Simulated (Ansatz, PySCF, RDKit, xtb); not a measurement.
# Solving PHTeF−, step by step, part 2 of 2

Given the formula PHTeF− (charge -1) and nothing else, which arrangement of the atoms is the most stable in the gas at 200 K, and what are its properties?

xtb, Ansatz and PySCF; isolated molecules. The steps go on from the part before.

### 13 Frequencies after a tight-binding relaxation (GFN2-xTB)

start.xyz

```xyz
4
c253a
F     -0.944488     1.396847     1.143412
P      0.419775     1.478787     0.104311
Te    -0.450148     1.686275    -2.188252
H      0.602802     0.051274     0.125583
```

The run is started by

```console
xtb start.xyz --gfn 2 --ohess tight --chrg -1
```

The program printed, shortened:

```text
* xtb version 6.7.1
[...]
          :  # basis functions                  25          :
[...]
          :  # electrons                        20          :
[...]
          :  Hamiltonian                  GFN2-xTB          :
[...]
          :  net charge                         -1          :
          :  unpaired electrons                  0          :
[...]
   *** convergence criteria satisfied after 17 iterations ***
[...]
   *** GEOMETRY OPTIMIZATION CONVERGED AFTER 10 ITERATIONS ***
[...]
   *** convergence criteria satisfied after 3 iterations ***
[...]
         ::                     SUMMARY                     ::
         :::::::::::::::::::::::::::::::::::::::::::::::::::::
         :: total energy             -11.116291965473 Eh    ::
         :: gradient norm              0.000296282556 Eh/a0 ::
         :: HOMO-LUMO gap              2.572728759017 eV    ::
         ::.................................................::
         :: SCC energy               -11.137735870717 Eh    ::
         :: -> isotropic ES            0.125149787919 Eh    ::
         :: -> anisotropic ES         -0.032588449917 Eh    ::
         :: -> anisotropic XC         -0.009664212058 Eh    ::
         :: -> dispersion             -0.002918817512 Eh    ::
         :: repulsion energy           0.021443905244 Eh    ::
         :: add. restraining           0.000000000000 Eh    ::
         :: total charge              -1.000000000000 e     ::
         :::::::::::::::::::::::::::::::::::::::::::::::::::::
[...]
        10        2.0000           -0.1287589              -3.5037 (HOMO)
        11                         -0.0342130              -0.9310 (LUMO)
[...]
     #   Z          covCN         q      C6AA      α(0)
     1   9          0.739    -0.252    11.787     4.055
     2  15          2.678    -0.565   189.412    24.804
     3  52          0.964    -0.119   438.276    39.015
     4   1          0.976    -0.065     4.467     3.303
[...]
molecular dipole:
                 x           y           z       tot (Debye)
 q only:        0.017      -2.614      -0.113
   full:        0.543      -3.125       1.402       8.814
molecular quadrupole (traceless):
[...]
          | TOTAL ENERGY              -11.116291965473 Eh   |
          | TOTAL ENTHALPY            -11.100140678773 Eh   |
          | TOTAL FREE ENERGY         -11.134048777983 Eh   |
          | GRADIENT NORM               0.000296340093 Eh/α |
[...]
```

It took 0.058 s on 2 threads of Arm Neoverse V2, shared host.

### 14 Electronic excitations (TD-PBE0/def2-SVPD)

An in-house driver calls PySCF's response routines at TD-PBE0/def2-SVPD; it has no typed input.

The program printed:

```text
coarse grid: 22216 points
cycle   1  E = -707.2565232747  dE = -2.573e+01  |g| = 2.899e+00  |ddm| = 8.791e+00
cycle   2  E = -700.2408368424  dE =  7.016e+00  |g| = 4.057e+00  |ddm| = 3.988e+01
cycle   3  E = -708.2958207177  dE = -8.055e+00  |g| = 1.532e+00  |ddm| = 3.858e+01
cycle   4  E = -709.0426211707  dE = -7.468e-01  |g| = 1.152e+00  |ddm| = 4.810e+00
cycle   5  E = -709.5152894758  dE = -4.727e-01  |g| = 2.132e-01  |ddm| = 1.744e+00
cycle   6  E = -709.5243454084  dE = -9.056e-03  |g| = 1.223e-01  |ddm| = 3.917e-01
cycle   7  E = -709.5278445414  dE = -3.499e-03  |g| = 5.315e-02  |ddm| = 1.686e-01
cycle   8  E = -709.5284103298  dE = -5.658e-04  |g| = 1.010e-02  |ddm| = 5.519e-02
cycle   9  E = -709.5284530082  dE = -4.268e-05  |g| = 2.390e-03  |ddm| = 2.012e-02
cycle  10  E = -709.5284554633  dE = -2.455e-06  |g| = 6.860e-04  |ddm| = 5.081e-03
final grid: 42952 points
cycle  11  E = -709.5284328066  dE = -3.649e-08  |g| = 6.835e-04  |ddm| = 2.308e-03
cycle  12  E = -709.5284327406  dE =  6.594e-08  |g| = 8.323e-04  |ddm| = 2.265e-03
cycle  13  E = -709.5284329779  dE = -2.373e-07  |g| = 1.997e-04  |ddm| = 1.295e-03
cycle  14  E = -709.5284329885  dE = -1.057e-08  |g| = 6.671e-06  |ddm| = 2.105e-04
cycle  15  E = -709.5284329885  dE = -3.320e-11  |g| = 3.598e-06  |ddm| = 2.184e-05
converged SCF energy = -709.5284329885

Static polarisability (au): isotropic 101.049, principal 87.365 88.695 127.087

Singlet excitations
state   eV       nm        f      main configurations
  1   2.9565    419.4   0.01376   H->L 0.90, H->L+1 0.08
  2   3.2108    386.1   0.00228   H->L+1 0.91
  3   3.4782    356.5   0.00515   H-1->L 0.98
  4   3.9727    312.1   0.03008   H->L+2 0.46, H-1->L+1 0.43
  5   4.0264    307.9   0.07281   H->L+2 0.47, H-1->L+1 0.45
  6   4.2800    289.7   0.01943   H->L+3 0.83, H->L+4 0.09
  7   4.3496    285.0   0.05042   H->L+4 0.79
  8   4.4099    281.1   0.02052   H->L+5 0.87

Triplet excitations (Tamm-Dancoff, eV): 2.5855 2.9047 3.0547
```

It took 4.2 s on 2 threads of Arm Neoverse V2, shared host.

The roots found:

```tsv
excited state	energy (eV)	strength
1	2.957	0.0138
2	3.211	0.0023
3	3.478	0.0052
4	3.973	0.0301
5	4.026	0.0728
6	4.280	0.0194
7	4.350	0.0504
8	4.410	0.0205
```

### 15 One electron fewer at the same geometry (PBE0/def2-TZVPD)

input.yaml

```yaml
crystal:
  periodic: [false, false, false]
  atoms:
    - {symbol: F, position_ang: [-0.944488, 1.396847, 1.143412]}
    - {symbol: P, position_ang: [0.419775, 1.478787, 0.104311]}
    - {symbol: Te, position_ang: [-0.450148, 1.686275, -2.188252]}
    - {symbol: H, position_ang: [0.602802, 0.051274, 0.125583]}
basis:
  gaussian: {orbitals: def2-TZVPD}
magnetization: {spin_polarized: true, initial_magnetization: 1}
hamiltonian: {xc: {name: PBE0}}
```

The run is started by

```console
ansatz run input.yaml --threads 2 --pin off --max-ram 4350MiB --events-out events.jsonl --progress --plain --runs-dir runs
```

The program printed:

```text
Warning: RAYON_NUM_THREADS=2 ignored (pool sized by the plan → 2); use --threads N
[... 2 set-up lines as earlier in the session ...]
  parameter a = 0.25
  parameter kappa = 0.804
  parameter beta = 0.06672455060314922
  exchange = (1 - a)*pbe_x(kappa = kappa, mu = beta*pi^2/3) + a*exact_x
  correlation = pbe_c(beta = beta)
1017 factors; their error is unknown
mean field evaluation 1: about -19309.6334 eV, gradient 2.2e1 eV
mean field evaluation 2: about -19304.4878 eV, gradient 4.6e1 eV
mean field evaluation 4: about -19311.1239 eV, gradient 1.5e0 eV
mean field evaluation 8: about -19311.3352 eV, gradient 3.6e-1 eV
mean field evaluation 16: about -19311.3356 eV, gradient 2.8e-3 eV
mean field evaluation 32: about -19311.0017 eV, gradient 3.7e0 eV
mean field -19311.33560489 eV, -709.6784937862 hartree, gradient 1.2e-5 eV, S^2 0.755223; 2 other end points of the search recorded, 0 dependent functions left out
reference -19311.33563970 eV, -709.6784950657 hartree; 25, 24 occupied and 126, 127 virtual orbitals, 1017 factors
Total energy: -19311.33563970 eV, -709.6784950657 hartree
```

It took 8.4 s on 2 threads of Arm Neoverse V2, shared host.

Difference from the parent: 2.56 eV.

### 16 The triplet at the same geometry (PBE0/def2-TZVPD)

input.yaml

```yaml
basis:
  gaussian:
    orbitals: def2-TZVPD
crystal:
  periodic: [false, false, false]
  atoms:
    - {symbol: F, position_ang: [-0.944488, 1.396847, 1.143412]}
    - {symbol: P, position_ang: [0.419775, 1.478787, 0.104311]}
    - {symbol: Te, position_ang: [-0.450148, 1.686275, -2.188252]}
    - {symbol: H, position_ang: [0.602802, 0.051274, 0.125583]}
total_charge: -1
magnetization:
  spin_polarized: true
  initial_magnetization: 2
hamiltonian:
  xc: {name: PBE0}
```

The run is started by

```console
ansatz run input.yaml --threads 2 --pin off --max-ram 4350MiB --events-out events.jsonl --progress --plain --runs-dir runs
```

The program printed, shortened:

```text
Warning: RAYON_NUM_THREADS=2 ignored (pool sized by the plan → 2); use --threads N
[... 7 set-up lines as earlier in the session ...]
1017 factors; their error is unknown
mean field evaluation 1: about -19304.8327 eV, gradient 3.3e1 eV
mean field evaluation 2: about -19275.4785 eV, gradient 8.2e1 eV
mean field evaluation 4: about -19310.2596 eV, gradient 1.1e1 eV
mean field evaluation 8: about -19311.1357 eV, gradient 1.6e-1 eV
mean field evaluation 16: about -19311.3365 eV, gradient 1.7e-2 eV
mean field evaluation 32: about -19311.3366 eV, gradient 1.7e-5 eV
mean field -19311.33655909 eV, -709.6785288524 hartree, gradient 1.0e-5 eV, S^2 2.006282; 8 other end points of the search recorded, 0 dependent functions left out
reference -19311.33659951 eV, -709.6785303379 hartree; 26, 24 occupied and 125, 127 virtual orbitals, 1017 factors
Total energy: -19311.33659951 eV, -709.6785303379 hartree
```

Wall time 15 s (2 threads of Arm Neoverse V2, shared host); peak memory 0.47 GiB.

It lies 2.56 eV above the singlet.

### 17 Stability of the closed-shell solution (PBE0/def2-SVP)

run.py

```python
# F[P@H][Te-]
from pyscf import gto, dft

system = gto.Mole()
system.atom = [
    ('F', (-0.944488, 1.396847, 1.143412)),
    ('P', (0.419775, 1.478787, 0.104311)),
    ('Te', (-0.450148, 1.686275, -2.188252)),
    ('H', (0.602802, 0.051274, 0.125583)),
]
system.verbose = 3
system.charge = -1
system.ecp = {'Te': 'def2-svp'}
system.spin = 0
system.max_memory = 3100
system.basis = 'def2-svp'
system.build()

calc0 = dft.RKS(system, xc='pbe0')
calc0 = calc0.density_fit(auxbasis='def2-universal-jkfit')
calc0.max_cycle = 100
calc0.grids.level = 3
calc0.kernel()
if not calc0.converged:
    calc0 = calc0.newton().run(calc0.mo_coeff, calc0.mo_occ)

energy = calc0.e_tot
print('Final energy', energy)
mo_i, mo_e, stable_i, stable_e = calc0.stability(internal=True, external=True, return_status=True)
print('stable: internal', stable_i, 'external', stable_e)
```

The run is started by

```console
OMP_NUM_THREADS=2 python run.py
```

The program printed:

```text
converged SCF energy = -709.496996894132
Final energy -709.4969968941323
<class 'pyscf.df.df_jk.DFRKS'> wavefunction is stable in the internal stability analysis
<class 'pyscf.df.df_jk.DFRKS'> wavefunction is stable in the real -> complex stability analysis
<class 'pyscf.df.df_jk.DFRKS'> wavefunction is stable in the RHF/RKS -> UHF/UKS stability analysis
stable: internal True external True
```

Wall time 20 s (2 threads of Arm Neoverse V2, shared host).

### 18 Outcome

What follows sums up all 2 parts.

| quantity | value |
| --- | --- |
| lowest structure found | F[P@H][Te-], singlet, C1 |
| next finalist | F[Te][PH-], singlet, 23.6 kcal/mol higher in G |
| share at equilibrium, among the finalists | 100.0 % |
| funnel | 14 starts, 5 minima at GFN2-xTB, 8 screening runs, 3 relaxed, 3 ranked |
| CPU time of all runs | 16 min |
| harmonic wavenumbers, lowest and highest (B3LYP-D3(BJ)/def2-SVPD) | 178 and 2274 cm⁻¹ |
| rotational constants, same geometry | 0.6053, 0.06011, 0.05537 cm⁻¹ |
| HOMO energy (PBE0/def2-TZVPD) | -0.74 eV |
| LUMO energy (PBE0/def2-TZVPD) | 3.12 eV |
| HOMO–LUMO gap (to an unbound level, set by the basis) (PBE0/def2-TZVPD) | 3.86 eV |
| lowest excitation (TD-PBE0/def2-SVPD) | 2.96 eV (f = 0.014) |
| strongest of the states computed, same level | 4.03 eV (f = 0.073) |
| lowest triplet excitation, same level, Tamm-Dancoff | 2.59 eV |
| vertical detachment energy | 2.56 eV |
| vertical triplet less singlet | +2.56 eV |

**Reading.** The lowest structure found is `F[P@H][Te-]`. Among the finalists first place is clear (23.6 kcal/mol); structures outside the list aren't covered. GFN2-xTB, HF/STO-3G, r2SCAN-D4/def2-SVPD, B3LYP-D3(BJ)/def2-SVPD, HF/def2-TZVPPD and MP2/def2-TZVPPD already put its bonding pattern lowest among the structures in one piece. The largest share of the time went into the final energies (36 %). A large T1 diagnostic among the finalists warns that one reference determinant may not suffice. It concerns: the finalist F[Te][PH-] (singlet). Spin-orbit coupling, which matters for elements this heavy, is left out. In an anion, excitations above the detachment energy lie in the continuum and hang on the basis, so they needn't be bound states. Lowest found is not proven lowest: the search is finite, and each finalist counts with one conformer.
